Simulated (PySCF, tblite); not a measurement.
# C₅H₁₀BO₂+: geometry, infrared bands and NMR shifts

What infrared bands and NMR shifts should C₅H₁₀BO₂+ (`C[C+](C)/C=C/B(O)O`) show?

Programs: tblite 0.8.0 and PySCF 2.14.0, with density-fitted response routines of our own. Each step states its level of theory. These are calculated values for one molecule in the gas phase, unless marked as measured. Atoms are numbered from 0 throughout.

### 1 The molecule as given

18 atoms, charge 1, multiplicity 1; geometry from: force field or distance geometry start.

Bonds of the start (Å): C0–C1 1.50, C1–C2 1.50, C1–C3 1.49, C3–C4 1.34, C4–B5 1.57, B5–O6 1.46, B5–O7 1.47, C0–H8 1.11, C0–H9 1.12, C0–H10 1.11, C2–H11 1.11, C2–H12 1.12, C2–H13 1.11, C3–H14 1.08, C4–H15 1.09, O6–H16 0.98, O7–H17 0.99.

### 2 Optimising the geometry with GFN2-xTB

What the job is given:

```
{"job": {"kind": "relax", "xc": "GFN2-xTB", "basis": "xTB"}, "charge": 1, "multiplicity": 1}
C     -1.923900    -1.711200    -0.509600
C     -1.239800    -0.451100    -0.076000
C     -2.023400     0.708800     0.450500
C      0.242100    -0.406300    -0.161500
C      0.968300     0.647000     0.220200
B      2.529900     0.658300     0.103700
O      3.259100    -0.507000    -0.394900
O      3.285400     1.848000     0.530900
H     -1.576400    -2.568100     0.105300
H     -3.038200    -1.628000    -0.395600
H     -1.701500    -1.908100    -1.577400
H     -1.735700     0.937300     1.492800
H     -3.126800     0.500200     0.449500
H     -1.845300     1.599800    -0.195700
H      0.741700    -1.287600    -0.532000
H      0.495000     1.544400     0.608200
H      3.329300    -0.361600    -1.365200
H      3.351300     2.391400    -0.291500
```

Command:

```
OMP_NUM_THREADS=1 python probes_run.py task.json out
```

One launch serves the whole session: the jobs run in the order shown.

**Question.** This job is followed by: GFN2-xTB harmonic vibrations, gas phase; GIAO PBE0/pcSseg-1 NMR shielding, non-relativistic, gas phase. Predict these results of the whole session: strongest single infrared mode (GFN2-xTB); zero-point energy (GFN2-xTB); ¹³C shifts against TMS (PBE0/pcSseg-1, means over atoms taken as alike); ¹H shifts against TMS (PBE0/pcSseg-1, means over atoms taken as alike); ¹¹B shifts against BF3·OEt2 (PBE0/pcSseg-1); ¹⁷O shifts against H2O (PBE0/pcSseg-1, means over atoms taken as alike).

As calculated:

| quantity | value |
| --- | --- |
| strongest single infrared mode (GFN2-xTB) | 634 cm⁻¹, 430 km/mol |
| zero-point energy (GFN2-xTB) | 89.2 kcal/mol |
| ¹³C shifts against TMS (PBE0/pcSseg-1, means over atoms taken as alike) | 274.4, 211.3, 155.6, 41.0 ppm |
| ¹H shifts against TMS (PBE0/pcSseg-1, means over atoms taken as alike) | 9.60, 8.61, 5.42, 3.84 ppm |
| ¹¹B shifts against BF3·OEt2 (PBE0/pcSseg-1) | 20.5 ppm |
| ¹⁷O shifts against H2O (PBE0/pcSseg-1, means over atoms taken as alike) | 132.3 ppm |

In words: Over 91 steps the energy fell by 2.094 eV; of the close pairs, B5–O7 changed most, 1.473 to 1.335 Å. The lowest mode is imaginary (137i cm⁻¹), so the xTB geometry is not a minimum. The strongest single mode, at 634 cm⁻¹, is carried by H17, H16, B5, O7. Unscaled tight-binding wavenumbers are off by several per cent, some by more. Its intensities can rank the bands wrongly. The most deshielded carbon is C1 (carbocation centre), at 274.4 ppm: the empty p orbital gives low-energy magnetic excitations and strong deshielding. At PBE0/pcSseg-1: Shielding is most anisotropic at C1 (span 401 ppm, paramagnetic term -352 ppm). At PBE0/pcSseg-1, counted by nearest atom on the grid, the HOMO lies on O6 27 %; C3 25 %, the LUMO on C1 38 %; C4 28 %.
